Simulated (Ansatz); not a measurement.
Geometry optimisation, Ansatz 0.2.0, DFT PBE, scalar-relativistic, plane waves, PAW.

input.yaml

```yaml
crystal:
  lattice:
    - [-2.29, -3.966396, 0.0]
    - [3.435, -1.983198, 0.0]
    - [0.0, 0.0, 7.17686]
  atoms:
    - { symbol: Be, position: [0.75000007, 0.50000004, 0.0] }
    - { symbol: Be, position: [0.50000004, 0.33333336, 0.25] }
    - { symbol: Be, position: [0.75000007, 0.50000004, 0.5] }
    - { symbol: Be, position: [0.50000004, 0.33333336, 0.75] }
    - { symbol: Be, position: [0.50000003, 2.0e-08, 0.0] }
    - { symbol: Be, position: [0.25000004, 0.83333336, 0.25] }
    - { symbol: Be, position: [0.50000003, 2.0e-08, 0.5] }
    - { symbol: Be, position: [0.25000004, 0.83333336, 0.75] }
    - { symbol: Be, position: [0.25000003, 0.50000002, 0.0] }
    - { symbol: Be, position: [1.0e-08, 0.33333334, 0.25] }
    - { symbol: Be, position: [0.25000003, 0.50000002, 0.5] }
    - { symbol: Be, position: [1.0e-08, 0.33333334, 0.75] }
    - { symbol: Be, position: [0.0, 0.0, 0.0] }
    - { symbol: Be, position: [0.75000008, 0.83333338, 0.25] }
    - { symbol: Be, position: [0.0, 0.0, 0.5] }
    - { symbol: Be, position: [0.75000008, 0.83333338, 0.75] }
    - { symbol: "N", position: [0.24053771, 0.18189748, 0.88404457] }
basis:
  ecutwfc: 420.0
kpoints:
  mp_grid: { grid: [5, 6, 4] }
hamiltonian:
  xc: pbe
scf:
  occupations: { method: fermi_dirac, width: 0.1 }
  lower_state_search: "off"
relax:
  f_tol: 0.03
  max_steps: 60
  adjacent_minimum: "off"
```

Launched with:

```bash
$ ansatz run input.yaml --threads 2 --pin off --max-ram 5120MiB --backend cpu --events-out ev --progress --plain --runs-dir out
```

Question: Where does it end, and by what steps?

Answer: The forces met the threshold. Limits of this set-up: coarse k mesh, odd electron count without spin, a small cell, in which the defect meets its images, a typed lattice constant that wasn't relaxed here. After 4 steps the energy has fallen by 0.648 eV; Be1 moved furthest, 0.15 Å.

```csv
step,energy less start (eV),largest force component (eV/Å),accepted
0,0.0000,2.062,yes
1,-0.4563,1.215,yes
2,-0.6344,0.306,yes
3,-0.6472,0.048,yes
4,-0.6479,0.006,yes
```

```xyz
17
Lattice="-2.2900 -3.9664 0.0000 3.4350 -1.9832 0.0000 0.0000 0.0000 7.1769" Properties=species:S:1:pos:R:3
Be 0.123 -4.034 0.065
Be 0.002 -2.662 1.830
Be -0.006 -3.960 3.543
Be -0.029 -2.686 5.334
Be -1.160 -2.033 0.056
Be 2.302 -2.648 1.847
Be -1.156 -1.994 3.560
Be 2.333 -2.666 5.282
Be 1.111 -1.960 0.109
Be 1.164 -0.650 1.830
Be 1.142 -1.978 3.543
Be 1.169 -0.611 5.334
Be 0.038 0.042 0.056
Be 1.160 -4.633 1.847
Be 0.006 0.019 3.560
Be 1.031 -4.559 5.326
N 0.005 -1.322 6.284
```

Whether the end is a true minimum wasn't checked by a vibrational analysis.

Time of the run: 19 s on 2 threads of Intel(R) Xeon(R) 6975P-C (Granite Rapids) (shared host), peak memory 0.59 GiB.
